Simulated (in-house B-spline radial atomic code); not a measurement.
# Zr³³⁺: excited configurations

Wanted: excitation energies of Zr³³⁺ as differences of total energies (ΔSCF).

The numbers are computed with in-house B-spline radial atomic code version 1 (Dirac-Hartree-Fock, average of configuration, Fermi nucleus, basis-set limit), except any that are marked as measured or tabulated.

**1. The atom as given**

| Quantity | Value |
| --- | --- |
| element | zirconium (Z = 40) |
| charge | +33 |
| electrons | 7 |
| configuration | [He] 2s2 2p3 |
| Hamiltonian | Dirac-Coulomb |
| nucleus | Fermi, rms radius 4.269 fm |

Outer shells as boxes (Hund's rule):

[He] 2s2 2p3
```
[He] core
2s [↑↓]
2p [↑ ][↑ ][↑ ]
```

The boxes draw the filling by Hund's rule, which heavy ions in jj coupling don't follow; these runs average over all states of the configuration.

Input settings:

```ini
Z = 40
electrons = 7.0
configuration = [He] 2s2 2p3
hamiltonian = dirac
method = hf
spin_polarised = False
nucleus = fermi
rms_radius = 4.2694
mass_number = 90
atomic_mass = 89.904698755
speed_of_light = 137.035999084
```

From the earlier run of the reference: total energy -2479.384690 hartree. Levels, eight at most:

```
orbital  occupation  energy (eV)  <r> (bohr)
  1s1/2           2     -20402.2     0.03692
  2s1/2           2     -4527.52      0.1549
  2p1/2           1     -4394.96      0.1310
  2p3/2           2     -4299.01      0.1348
```

**2. Run with [He] 2s1 2p4**

Input settings:

```ini
Z = 40
electrons = 7.0
configuration = [He] 2s1 2p4
hamiltonian = dirac
method = hf
spin_polarised = False
nucleus = fermi
rms_radius = 4.2694
mass_number = 90
atomic_mass = 89.904698755
speed_of_light = 137.035999084
```

**3. Configuration [He] 2s2 2p2 4s1**

Settings: those of step 2 with these lines changed.

```diff
@@ -2,3 +2,3 @@
 electrons = 7.0
-configuration = [He] 2s1 2p4
+configuration = [He] 2s2 2p2 4s1
 hamiltonian = dirac
```

**4. Configuration [He] 2s1 2p3 4d1**

Settings: those of step 3 with these lines changed.

```diff
@@ -2,3 +2,3 @@
 electrons = 7.0
-configuration = [He] 2s2 2p2 4s1
+configuration = [He] 2s1 2p3 4d1
 hamiltonian = dirac
```

**5. [He] 2s2 2p2 5f1**

Settings: those of step 4 with these lines changed.

```diff
@@ -2,3 +2,3 @@
 electrons = 7.0
-configuration = [He] 2s1 2p3 4d1
+configuration = [He] 2s2 2p2 5f1
 hamiltonian = dirac
```

**6. Configuration [He] 2s2 2p2 5g1**

Settings: those of step 5 with these lines changed.

```diff
@@ -2,3 +2,3 @@
 electrons = 7.0
-configuration = [He] 2s2 2p2 5f1
+configuration = [He] 2s2 2p2 5g1
 hamiltonian = dirac
```

Q: How far above the reference does each configuration lie (order and size, in eV)?

The runs gave:

| net move | configuration | energy above the reference (eV) | with Breit, QED, recoil (eV) | largest <r> (bohr) |
| --- | --- | --- | --- | --- |
| 2s → 2p | [He] 2s1 2p4 | 221.50 | 220.15 | 0.155 |
| 2p → 4s | [He] 2s2 2p2 4s1 | 3277.97 | 3275.21 | 0.660 |
| 2s → 4d | [He] 2s1 2p3 4d1 | 3528.28 | 3523.61 | 0.607 |
| 2p → 5f | [He] 2s2 2p2 5f1 | 3698.27 | 3695.01 | 0.923 |
| 2p → 5g | [He] 2s2 2p2 5g1 | 3699.60 | 3696.34 | 0.808 |

Quantum defects of the promoted electron, δ = n − ζ/√(−2ε) with ζ = 34 and ε its orbital energy in hartree:

| promotion | δ |
| --- | --- |
| 2p → 4s | 0.132 |
| 2s → 4d | 0.030 |
| 2p → 5f | 0.008 |
| 2p → 5g | 0.002 |

**Reading.** The energies run from 221.50 eV (2s → 2p) to 3699.60 eV (2p → 5g). Of those tabulated, the defect is largest for 4s (0.13) and least for 5g (0.00); at this charge much of the defect is relativistic. These are averages over configurations, without correlation, not spectroscopic levels.
